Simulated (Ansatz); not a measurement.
# ClF2SSi: the cost of one run

Computed with Ansatz 0.2.0, Gaussian basis. Level: the settings change from run to run.

## (1) The geometry

The structure was relaxed beforehand with PBE0-D4 in a triple-zeta def2 set.

5 atoms, charge 0, spin multiplicity 2.

Atoms are counted from 1 here; the program's logs count them from 0.

Bond lengths: F1–Si2 1.576 Å, Si2–F3 1.576 Å, Si2–S4 2.090 Å, Si2–Cl5 2.018 Å. Angles: F1–Si2–F3 105.5°, F1–Si2–S4 112.7°, F1–Si2–Cl5 109.7°, F3–Si2–S4 112.7°, F3–Si2–Cl5 109.7°, S4–Si2–Cl5 106.4°.

## (2) revPBE/def2-TZVPD

Options: restricted open-shell orbitals, the search for lower states set to full.

The input, in.yaml:

```yaml
crystal:
  periodic: [false, false, false]
  atoms:
    - {symbol: F, position_ang: [0.138916, -0.249718, 1.614786]}
    - {symbol: Si, position_ang: [0.063925, -0.093862, 0.048637]}
    - {symbol: F, position_ang: [1.086455, -1.144858, -0.528054]}
    - {symbol: S, position_ang: [-1.870534, -0.354872, -0.697755]}
    - {symbol: Cl, position_ang: [0.631139, 1.769711, -0.479012]}
basis:
  gaussian: {orbitals: def2-TZVPD}
magnetization: {spin_polarized: false, initial_magnetization: 1}
hamiltonian: {xc: {name: revPBE}}
scf: {lower_state_search: full}
output: {forces: true}
```

Command:

```
$ ansatz run in.yaml --threads 4 --pin off --events-out ev --progress --plain --max-ram 10444MiB
```

Q: Estimate wall time and peak memory on 4 threads of Arm Neoverse V1, shared host.

About 24 s, with a peak of 0.68 GiB.
